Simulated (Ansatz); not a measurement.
# Nb2Te5: the cost of one run

Method: DFT PBE, scalar-relativistic, plane waves, PAW, unless a step names another level, in Ansatz 0.2.0.

13 further runs of the same task are left out: 13 set aside as unsound or not needed. Runs told in other sessions of the task aren't counted.

## (1) Plan

Pauling electronegativities: Nb 1.60, Te 2.10 (spread 0.50). The formula balances with common oxidation states: Nb +5, Te -2, a formal count that means little at so small a spread. Tabulated atomic sizes suggest about 28 Å³/atom. 29 candidates were drawn, by swapping species into database cells of other compounds, at random by space group and Wyckoff sites, or by hand, as the table says:

| name | made from | space group no. | Wyckoff sites | atoms (primitive cell) | V (Å³/atom) |
| --- | --- | --- | --- | --- | --- |
| c01 | random | 166 | Nb 6c; Te 9d, 6c | 7 | 29.8 |
| c02 | random | 123 | Nb 2f; Te 1c, 4i | 7 | 30.5 |
| c03 | built by hand: 1T-NbTe2 slabs with Te interlayers | 164 | Nb 2c; Te 2d, 2d, 1a | 7 | 27.9 |
| c04 | database cell of B5W2 | 166 | Nb 6c; Te 6c, 6c, 3b | 7 | 23.7 |
| c05 | database cell of Ga2Te5 | 87 | Nb 4d; Te 8h, 2a | 7 | 32.0 |
| c06 | database cell of Ta2O5 | 5 | Nb 4c; Te 4c, 4c, 2b | 7 | 25.4 |
| c07 | random | 166 | Nb 6c; Te 9e, 3a, 3b | 7 | 32.0 |
| c08 | random | 87 | Nb 4e; Te 8h, 2a | 7 | 30.5 |
| c09 | random | 150 | Nb 2d; Te 3f, 2d | 7 | 35.6 |
| c10 | random | 189 | Nb 2e; Te 2c, 3g | 7 | 35.7 |
| c11 | random | 71 | Nb 4j; Te 2b, 8m | 7 | 27.9 |
| c12 | random | 191 | Nb 1b, 1a; Te 3g, 2e | 7 | 32.0 |
| c13 | random | 216 | Nb 4a, 4b; Te 16e, 4d | 7 | 32.8 |
| c14 | random | 139 | Nb 4d; Te 8i, 2b | 7 | 34.7 |
| c15 | built by hand: 2H-like NbTe2 slabs with Te interlayers | 164 | Nb 2c; Te 2d, 2d, 1a | 7 | 27.9 |
| c16 | database cell of Rb2Te5 | 12 | Nb 4i; Te 2a, 8j | 7 | 32.0 |
| c17 | built by hand: V2O5 | 59 | Nb 4e; Te 4e, 4e, 2a | 14 | 27.9 |
| c18 | database cell of Mn2Au5 | 12 | Nb 4i; Te 4i, 4i, 2a | 7 | 27.4 |
| c19 | random | 191 | Nb 2e; Te 3f, 2e | 7 | 36.2 |
| c20 | random | 187 | Nb 1a, 1f; Te 2i, 1d, 2h | 7 | 28.3 |
| c21 | random | 191 | Nb 2d; Te 4h, 1a | 7 | 31.2 |
| c22 | database cell of Cu5Ge2 | 166 | Nb 6c; Te 6c, 6c, 3a | 7 | 28.2 |
| c23 | random | 191 | Nb 2e; Te 2c, 2d, 1a | 7 | 35.8 |
| c24 | random | 166 | Nb 3b, 3a; Te 9e, 6c | 7 | 31.7 |
| c25 | database cell of Ta2O5 | 47 | Nb 1d, 1a; Te 2q, 1h, 1b, 1e | 7 | 33.1 |
| c26 | random | 156 | Nb 1b, 1a; Te 3d, 1a, 1c | 7 | 35.1 |
| c27 | random | 65 | Nb 2a, 2b; Te 8o, 2c | 7 | 29.7 |
| c28 | random | 166 | Nb 3a, 3b; Te 9d, 6c | 7 | 32.7 |
| c29 | built by hand: Ga2Te5 | 87 | Nb 4d; Te 8h, 2a | 7 | 28.0 |

## (2) Screening run of c03

File input.yaml:

```yaml
crystal:
  lattice:
    - [3.68, 0.0, 0.0]
    - [-1.84, 3.18697349, 0.0]
    - [0.0, 0.0, 16.65]
  atoms:
    - { symbol: Nb, position: [0.0, 0.0, 0.709] }
    - { symbol: Nb, position: [0.0, 0.0, 0.291] }
    - { symbol: Te, position: [0.66666667, 0.33333333, 0.817] }
    - { symbol: Te, position: [0.33333333, 0.66666667, 0.6] }
    - { symbol: Te, position: [0.33333333, 0.66666667, 0.183] }
    - { symbol: Te, position: [0.66666667, 0.33333333, 0.4] }
    - { symbol: Te, position: [0.0, 0.0, 0.0] }
basis:
  ecutwfc: 420
kpoints:
  mp_grid: { grid: [5, 5, 1] }
hamiltonian:
  xc: pbe
scf:
  occupations: { method: gaussian, width: 0.2 }
  lower_state_search: "off"
output:
  forces: true
  stress: true
  eigenvalues: true
relax:
  adjacent_minimum: "off"
  f_tol: 0.08
  max_steps: 16
  cell: { stress_tol: 0.8 }
```

Run with:

```bash
$ ansatz run input.yaml --threads 1 --pin off --max-ram 2560MiB --backend cpu --events-out ev --progress --plain --runs-dir out
```

Q: Estimate wall time and peak memory on 1 thread of Intel Xeon 6975P-C (Granite Rapids), shared host.

About 18 s, with a peak of 0.53 GiB.
